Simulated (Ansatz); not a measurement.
# CrO2: the cost of one run

Program: Ansatz 0.2.0. Level of theory: DFT LDA+U (U_eff = 8 eV on Cr d), plane waves, PAW. These are calculated values, not measurements.

## Step 1: Starting point

It takes space group P4_2/mnm (No. 136, tetragonal). The conventional cell has a = 4.421 Å, b = 4.421 Å, c = 2.917 Å, α = 90.00°, β = 90.00°, γ = 90.00°. Cr (site symmetry mmm) has 6 O at 1.88 to 1.92 Å as nearest neighbours. O (site symmetry m2m) is surrounded by 3 Cr at 1.88 to 1.92 Å.

Coordinates:

```cif
data_structure
_symmetry_space_group_name_H-M 'P 1'
_symmetry_Int_Tables_number 1
_cell_length_a 4.4210
_cell_length_b 4.4210
_cell_length_c 2.9170
_cell_angle_alpha 90.000
_cell_angle_beta 90.000
_cell_angle_gamma 90.000
_cell_volume 57.01
loop_
_atom_site_label
_atom_site_type_symbol
_atom_site_fract_x
_atom_site_fract_y
_atom_site_fract_z
_atom_site_occupancy
Cr1 Cr 0.00000 0.00000 0.00000 1
Cr2 Cr 0.50000 0.50000 0.50000 1
O1 O 0.30100 0.30100 0.00000 1
O2 O 0.19900 0.80100 0.50000 1
O3 O 0.69900 0.69900 0.00000 1
O4 O 0.80100 0.19900 0.50000 1
```

## Step 2: Ferromagnetic start, free, symmetry kept, no search

File input.yaml:

```yaml
crystal:
  lattice:
    - [4.42100083, 0.0, 0.0]
    - [0.0, 4.42100083, 0.0]
    - [0.0, 0.0, 2.91700055]
  atoms:
    - { symbol: Cr, position: [0.0, 0.0, 0.0], spin: 2.0 }
    - { symbol: Cr, position: [0.5, 0.5, 0.5], spin: 2.0 }
    - { symbol: O, position: [0.301, 0.301, 0.0] }
    - { symbol: O, position: [0.199, 0.801, 0.5] }
    - { symbol: O, position: [0.699, 0.699, 0.0] }
    - { symbol: O, position: [0.801, 0.199, 0.5] }
basis:
  ecutwfc: 420
  ecutrho_ratio: 4
kpoints:
  mp_grid: { grid: [4, 4, 6] }
hamiltonian:
  xc: lda
  hubbard:
    sites: [{ site: 0, l: d, u_eff: 8.0 }, { site: 1, l: d, u_eff: 8.0 }]
scf:
  occupations: { method: gaussian, width: 0.05 }
  lower_state_search: "off"
  max_iter: 150
output:
  forces: true
  stress: true
  eigenvalues: true
  populations: true
  hubbard: { sites: [{ site: 0, l: d }, { site: 1, l: d }] }
magnetization:
  spin_polarized: true
```

Run with:

```console
ansatz run input.yaml --threads 4 --pin off --max-ram 6144MiB --backend cpu --events-out ev --progress --plain --runs-dir out
```

What time and memory should one allow on 4 threads of Arm Neoverse V1, shared host?

About 3 s, with a peak of 0.42 GiB.
